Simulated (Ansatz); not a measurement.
## SrMg, space group R-3m: a scan of one input key, step by step

Computed with the Python package of Ansatz (0.2.0).

Typed at the interpreter:
```pycon
>>> from dataclasses import dataclass
>>> import warnings
>>> import ansatz as az
>>> import numpy as np
>>> import pandas as pd
>>> @dataclass(frozen=True)
... class Options:
...     functional: str = 'r2SCAN'
...     kgrid: tuple[int, ...] = (8, 8, 8)
...     occupations: str = 'gaussian'
...     sigma: float = 0.1
...
>>> opts = Options()
>>> warnings.simplefilter('ignore', az.DeckWarning)
>>> vectors = np.array([
...     [2.041807, 1.178838, 5.522416],
...     [-2.041807, 1.178838, 5.522416],
...     [0.0, -2.357676, 5.522416],
... ])
>>> cell = (
...     az.Lattice.of(vectors)
...     .atom('Sr', [0.5, 0.5, 0.5])
...     .atom('Mg', [0.0, 0.0, 0.0])
... )
>>> cell.resolved().sites[-1]
Site(symbol='Mg', position=(0.0, 0.0, 0.0), moment=None, axis=None, held=None, saved=None)
>>> model = (
...     cell.calculation()
...     .functional(opts.functional)
...     .kpoints(*opts.kgrid, shift=0.5)
...     .occupations(opts.occupations, width=opts.sigma)
...     .mixing('msr1')
...     .band_table()
... )
>>> typed = model.input()
>>> rows = []
>>> for value in [1, 2, 3]:
...     edited = typed.set(az.key.basis.xc_grid, value)
...     summary = az.Session.from_dict(edited).plan().execute().report
...     rows.append((value, summary['free_energy_ev'], summary['n_iterations'], len(summary['eigenvalues_ev'][0]) if 'eigenvalues_ev' in summary else 0))
...
>>> print(pd.DataFrame(rows, columns=['xc grid', 'F eV', 'iterations', 'bands listed']).round(4).to_string(index=False))
 xc grid       F eV  iterations  bands listed
       1 -5481.1931           7            14
       2 -5481.1929           7            14
       3 -5481.1930           7            14
>>> print(edited.to_yaml())
crystal:
  lattice:
    - [2.041807, 1.178838, 5.522416]
    - [-2.041807, 1.178838, 5.522416]
    - [0.0, -2.357676, 5.522416]
  atoms:
    - { symbol: Sr, position: [0.5, 0.5, 0.5] }
    - { symbol: Mg, position: [0.0, 0.0, 0.0] }
kpoints:
  mp_grid:
    grid: [8, 8, 8]
    shift: [0.5, 0.5, 0.5]
hamiltonian:
  xc: r2scan
scf:
  mixing:
    algorithm: msr1
  occupations:
    method: gaussian
    width: 0.1
output:
  eigenvalues: true
basis:
  xc_grid: 3
```

Notes:
- These settings explore the input space; cutoff and mesh may be short of convergence.
- The mesh is modest for a metal, so energies can be off by several to tens of meV an atom and pressures by half a GPa or more; differences at equal mesh fare better.
- The structure comes from a database of computed cells and needn't be a stable or known phase.
- Wall time of the script: 21 s on 1 thread of Arm Neoverse V2, on a shared host, peak memory 0.52 GiB.
